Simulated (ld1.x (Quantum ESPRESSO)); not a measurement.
# An RRKJ potential for tin, from input to tests

Aim: build the potential from the settings below, then test how well it stands in for the atom: other configurations, scattering, ghost states and the plane-wave cutoff that it needs.

The numbers are computed with ld1.x (Quantum ESPRESSO) 7.5 (PBE, scalar-relativistic, spin-unpolarised reference atom).

### Step 1. The atom and the settings

The settings as typed:

```
element                        : tin (Sn, Z = 50)
type                           : norm-conserving RRKJ (Kleinman–Bylander form)
frozen core                    : [Ar] 3d10
valence charge                 : 22
reference configuration        : 4s2 4p6 4d10 5s2 5p2
partial waves                  : 4p (bound): rc 1.45 bohr; 4d (bound): rc 1.20 bohr; 4f channel at 0.05 Ry: rc 1.55 bohr; 4s (bound): rc 1.30 bohr
occupied shells without a wave : 5p, 5s
local potential                : the s channel
core correction                : not asked for
```

The nodes and maxima of the atom's own shells, from an earlier all-electron run, set the scale for the radii.

All-electron outer shells of the reference configuration (PBE, scalar-relativistic, ld1.x):

| shell | level (eV) | outermost node (bohr) | outermost maximum (bohr) |
| --- | --- | --- | --- |
| 3p | -698.81 | 0.14 | 0.30 |
| 3d | -473.43 | – | 0.25 |
| 4s | -133.93 | 0.40 | 0.74 |
| 4p | -89.70 | 0.41 | 0.79 |
| 4d | -25.84 | 0.39 | 0.88 |
| 5s | -10.55 | 0.98 | 2.01 |
| 5p | -3.69 | 1.09 | 2.55 |

### Step 2. Generation

Input file Sn.in:

```
 &input
   title='Sn', zed=50., rel=1, dft='PBE', iswitch=3,
   config='[Kr] 4d10 4f-2 5s2 5p2',
   nld=4, rlderiv=1.70, eminld=-12.0, emaxld=5.0, deld=0.04
 /
 &inputp
   pseudotype=2, tm=.false., rho0=0.005, lloc=0,
   nlcc=.false.,
   file_pseudopw='Sn.UPF', file_wfcaegen='ae.wfc', file_wfcncgen='nc.wfc', file_beta='beta', file_chi='chi'
 /
4
4P  2  1   6.00   0.00  1.45  1.45  0.0
4D  3  2  10.00   0.00  1.20  1.20  0.0
4F  4  3  -2.00   0.05  1.55  1.55  0.0
4S  1  0   2.00   0.00  1.30  1.30  0.0
 &test
   configts(1)='4s2 4p6 4d10 5s2 5p2'
 /
```

Started as:

```bash
$ ld1.x < Sn.in > Sn.out
```

What the program wrote to Sn.out (without the banner and most projector matrices):

```text
     Program LD1 v.7.5
     --------------------------- All-electron run ----------------------------

     Sn
     scalar relativistic calculation

     atomic number is 50.00
     dft =PBE   lsd =0 sic =0 latt =0  beta=0.20 tr2=1.0E-14
     Exchange-correlation= PBE
                           (   1   4   3   4   0   0   0)
     mesh =1243 r(mesh) = 100.78374 a.u. xmin = -7.00 dx = 0.01250
     1 Ry =  13.60569312 eV, c = 137.03599908

     n l     nl                  e(Ry)          e(Ha)          e(eV)
     1 0     1S 1( 2.00)     -2132.5094     -1066.2547    -29014.2686
     2 0     2S 1( 2.00)      -321.9321      -160.9660     -4380.1088
     2 1     2P 1( 6.00)      -288.9932      -144.4966     -3931.9523
     3 0     3S 1( 2.00)       -62.1247       -31.0624      -845.2497
     3 1     3P 1( 6.00)       -51.3616       -25.6808      -698.8107
     4 0     4S 1( 2.00)        -9.8437        -4.9218      -133.9301
     4 1     4P 1( 6.00)        -6.5928        -3.2964       -89.7001
     3 2     3D 1(10.00)       -34.7961       -17.3980      -473.4246
     4 2     4D 1(10.00)        -1.8991        -0.9496       -25.8391
     5 0     5S 1( 2.00)        -0.7753        -0.3877       -10.5488
     5 1     5P 1( 2.00)        -0.2715        -0.1358        -3.6941

     final scf error:  8.2E-15 reached in  31 iterations

     Etot =  -12354.410875 Ry,   -6177.205437 Ha, -168090.323077 eV

     Ekin =   12899.149735 Ry,    6449.574868 Ha,  175501.872843 eV
     Encl =  -29875.374000 Ry,  -14937.687000 Ha, -406475.170578 eV
     Eh   =    4951.344976 Ry,    2475.672488 Ha,   67366.480290 eV
     Exc  =    -329.531586 Ry,    -164.765793 Ha,   -4483.505633 eV

     normalization and overlap integrals

     s(1S/1S) =  1.000000  <r> =   0.0291  <r2> =    0.0011  r(max) =   0.0188
     s(2S/2S) =  1.000000  <r> =   0.1255  <r2> =    0.0186  r(max) =   0.1054
     s(2P/2P) =  1.000000  <r> =   0.1096  <r2> =    0.0147  r(max) =   0.0853
     s(3S/3S) =  1.000000  <r> =   0.3393  <r2> =    0.1317  r(max) =   0.3090
     s(3P/3P) =  1.000000  <r> =   0.3377  <r2> =    0.1323  r(max) =   0.3013
     s(4S/4S) =  1.000000  <r> =   0.8186  <r2> =    0.7582  r(max) =   0.7412
     s(4P/4P) =  1.000000  <r> =   0.8859  <r2> =    0.8969  r(max) =   0.7890
     s(3D/3D) =  1.000000  <r> =   0.3146  <r2> =    0.1175  r(max) =   0.2498
     s(4D/4D) =  1.000000  <r> =   1.0991  <r2> =    1.4383  r(max) =   0.8829
     s(5S/5S) =  1.000000  <r> =   2.3966  <r2> =    6.5684  r(max) =   2.0147
     s(5P/5P) =  1.000000  <r> =   3.2510  <r2> =   12.4120  r(max) =   2.5548

     ------------------------ End of All-electron run ------------------------

     --------------------- Generating NC pseudopotential ---------------------

      Generating local pot.: lloc=0, matching radius rcloc =   1.3000

      Wfc   4P  rcut= 1.438  Estimated cut-off energy=       89.56 Ry
      This function has    0 nodes for 0 < r <    1.438

      Wfc   4D  rcut= 1.207  Estimated cut-off energy=      160.59 Ry
      This function has    0 nodes for 0 < r <    1.207

      Wfc   4F  rcut= 1.550  Estimated cut-off energy=      117.74 Ry
      This function has    0 nodes for 0 < r <    1.550

     ------------------- End of pseudopotential generation -------------------

     [... the all-electron block is printed once more ...]


     Computing logarithmic derivative in   1.70190

       Warning: n=2, l=1 expected 0 nodes, found 1
       Setting wfc to zero for this iteration
       (This warning will only be printed once per wavefunction)

       Warning: n=2, l=0 expected 1 nodes, found 2
       Setting wfc to zero for this iteration
       (This warning will only be printed once per wavefunction)

     Computing logarithmic derivative in   1.70190
     Computing the partial wave expansion
       no projector for channel:   0
     R is outside the sphere for l=    1 j= 0.00
     R is outside the sphere for l=    2 j= 0.00
     R is outside the sphere for l=    3 j= 0.00

     ---------------------- Testing the pseudopotential ----------------------

     Sn
     scalar relativistic calculation

     atomic number is 50.00   valence charge is 22.00
     dft =PBE   lsd =0 sic =0 latt =0  beta=0.20 tr2=1.0E-14
     mesh =1243 r(mesh) = 100.78374 xmin = -7.00 dx = 0.01250

     n l     nl             e AE (Ry)        e PS (Ry)    De AE-PS (Ry)
     1 0     4S   1( 2.00)       -9.84368       -9.84367       -0.00001
     2 1     4P   1( 6.00)       -6.59284       -6.59283       -0.00000
     3 2     4D   1(10.00)       -1.89914       -1.89916        0.00002
     2 0     5S   1( 2.00)       -0.77532       -0.99957        0.22425  !
     3 1     5P   1( 2.00)       -0.27151       -0.32504        0.05353  !

     eps = 2.6E-15  iter = 31

     Etot =  -12354.410875 Ry,   -6177.205437 Ha, -168090.323077 eV
     Etotps =  -438.016432 Ry,    -219.008216 Ha,   -5959.517156 eV

     Ekin =     157.264777 Ry,      78.632389 Ha,    2139.696296 eV
     Encl =    -904.731651 Ry,    -452.365825 Ha,  -12309.501199 eV
     Ehrt =     368.097351 Ry,     184.048675 Ha,    5008.219592 eV
     Ecxc =     -35.981178 Ry,     -17.990589 Ha,    -489.548864 eV
     Epseu=     -22.665731 Ry,     -11.332866 Ha,    -308.382981 eV

     ---------------------- End of pseudopotential test ----------------------
```

Run time: 2 s. Hardware: 1 thread of Neoverse-V1, shared host. This counts the later configuration tests of the new file too.

Partial waves on a coarse radial grid (AE all-electron, PS pseudo):

| r (bohr) | 4d AE | 4d PS | 4p AE | 4p PS |
| --- | --- | --- | --- | --- |
| 0.078 | -0.1970 | 0.0038 | 0.4124 | 0.0305 |
| 0.155 | -0.4919 | 0.0287 | -0.2450 | 0.1169 |
| 0.232 | -0.5198 | 0.0900 | -0.6613 | 0.2496 |
| 0.310 | -0.3123 | 0.1951 | -0.5342 | 0.4163 |
| 0.388 | -0.0008 | 0.3382 | -0.1105 | 0.5974 |
| 0.465 | 0.3110 | 0.5023 | 0.3574 | 0.7721 |
| 0.542 | 0.5771 | 0.6695 | 0.7475 | 0.9262 |
| 0.620 | 0.7816 | 0.8216 | 1.0198 | 1.0481 |
| 0.698 | 0.9196 | 0.9401 | 1.1706 | 1.1274 |
| 0.775 | 0.9985 | 1.0152 | 1.2219 | 1.1608 |
| 0.852 | 1.0318 | 1.0478 | 1.2030 | 1.1516 |
| 0.930 | 1.0306 | 1.0436 | 1.1370 | 1.1047 |
| 1.008 | 1.0046 | 1.0120 | 1.0437 | 1.0287 |
| 1.085 | 0.9626 | 0.9650 | 0.9391 | 0.9352 |
| 1.162 | 0.9105 | 0.9107 | 0.8318 | 0.8326 |
| 1.240 | 0.8520 | 0.8520 | 0.7265 | 0.7279 |
| 1.318 | 0.7911 | 0.7911 | 0.6282 | 0.6288 |
| 1.395 | 0.7309 | 0.7309 | 0.5401 | 0.5402 |
| 1.472 | 0.6721 | 0.6721 | 0.4615 | 0.4615 |
| 1.550 | 0.6151 | 0.6151 | 0.3915 | 0.3915 |
| 1.628 | 0.5612 | 0.5612 | 0.3307 | 0.3307 |
| 1.705 | 0.5115 | 0.5115 | 0.2790 | 0.2790 |
| 1.782 | 0.4652 | 0.4652 | 0.2346 | 0.2346 |
| 1.860 | 0.4219 | 0.4219 | 0.1964 | 0.1964 |
| 1.938 | 0.3821 | 0.3821 | 0.1640 | 0.1640 |
| 2.015 | 0.3462 | 0.3462 | 0.1371 | 0.1371 |

[end of part 1 of 2]
